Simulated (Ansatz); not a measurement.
# C₂H₆Cl₂O₂Si: small, medium and large basis sets

How large a basis does C₂H₆Cl₂O₂Si need? Two functionals are run in growing sets.

The runs use Ansatz 0.2.0, Gaussian basis; one geometry, several basis sets.

Levels to be run: PBE0-D4/def2-SVP; ωB97M-V/def2-SVP; PBE0-D4/def2-QZVPP; ωB97M-V/def2-QZVPP; the functionals' def2-TZVPP values are taken from earlier runs.

**1. The relaxed structure**

The geometry comes from an earlier relaxation with PBE0-D4 in a triple-zeta def2 set; it is a stationary point, not always the lowest conformer.

SMILES `CO[Si](Cl)(Cl)OC`, 13 atoms, charge 0, spin multiplicity 1.

Atoms are counted from 1 here; the program's logs count them from 0.

Bond lengths: C1–O2 1.414 Å, C1–H8 1.090 Å, C1–H9 1.094 Å, C1–H10 1.094 Å, O2–Si3 1.614 Å, Si3–Cl4 2.046 Å, Si3–Cl5 2.028 Å, Si3–O6 1.607 Å, O6–C7 1.416 Å, C7–H11 1.090 Å, C7–H12 1.094 Å, C7–H13 1.093 Å. Angles: O2–C1–H8 107.8°, O2–C1–H9 110.8°, O2–C1–H10 111.0°, H8–C1–H9 109.0°, H8–C1–H10 109.1°, H9–C1–H10 109.1°, C1–O2–Si3 126.5°, O2–Si3–Cl4 108.9°, O2–Si3–Cl5 111.4°, O2–Si3–O6 109.7°, Cl4–Si3–Cl5 108.4°, Cl4–Si3–O6 110.9°, Cl5–Si3–O6 107.6°, Si3–O6–C7 125.4°, O6–C7–H11 107.6°, O6–C7–H12 111.0°, O6–C7–H13 110.8°, H11–C7–H12 109.0° and more.

**2. PBE0-D4 in def2-SVP**

Input file in.yaml:

```yaml
crystal:
  periodic: [false, false, false]
  atoms:
    - {symbol: C, position_ang: [1.010202, -0.515426, -2.035920]}
    - {symbol: O, position_ang: [0.777511, -0.210710, -0.675153]}
    - {symbol: Si, position_ang: [-0.318813, 0.823450, -0.097719]}
    - {symbol: Cl, position_ang: [-2.167150, 0.284808, -0.791320]}
    - {symbol: Cl, position_ang: [0.063832, 2.720988, -0.703767]}
    - {symbol: O, position_ang: [-0.282113, 0.811083, 1.509299]}
    - {symbol: C, position_ang: [-0.528947, -0.319269, 2.326143]}
    - {symbol: H, position_ang: [1.779919, -1.285997, -2.077343]}
    - {symbol: H, position_ang: [1.361031, 0.367538, -2.577490]}
    - {symbol: H, position_ang: [0.101544, -0.891828, -2.514286]}
    - {symbol: H, position_ang: [-0.465140, 0.004588, 3.364708]}
    - {symbol: H, position_ang: [-1.527497, -0.725219, 2.140798]}
    - {symbol: H, position_ang: [0.215920, -1.098807, 2.146949]}
basis:
  gaussian: {orbitals: def2-SVP}
hamiltonian: {xc: pbe0, dispersion: d4}
output: {orbitals: {seedname: orbitals}}
```

Command:

```
$ ansatz run in.yaml --threads 4 --pin off --events-out ev --progress --plain --max-ram 11315MiB
```

The runs that follow: ωB97M-V in def2-SVP; PBE0-D4 in def2-QZVPP; ωB97M-V in def2-QZVPP.

**Question.** What will the summary of the whole plan be? Wanted: PBE0-D4: double and triple zeta above quadruple; ωB97M-V: double and triple zeta above quadruple.

**Answer**, as computed:

| quantity | value |
| --- | --- |
| PBE0-D4: double and triple zeta above quadruple | 20.51, 1.37 eV |
| ωB97M-V: double and triple zeta above quadruple | 20.56, 1.31 eV |

PBE0-D4 gains 19.13 eV from double to triple zeta, then 1.37 eV more. Total energies overstate the basis error of differences, where much of it tends to cancel. The LUMO of ωB97M-V is positive and keeps falling with the basis (3.32 to 1.71 eV): an unbound level that the basis holds in place.
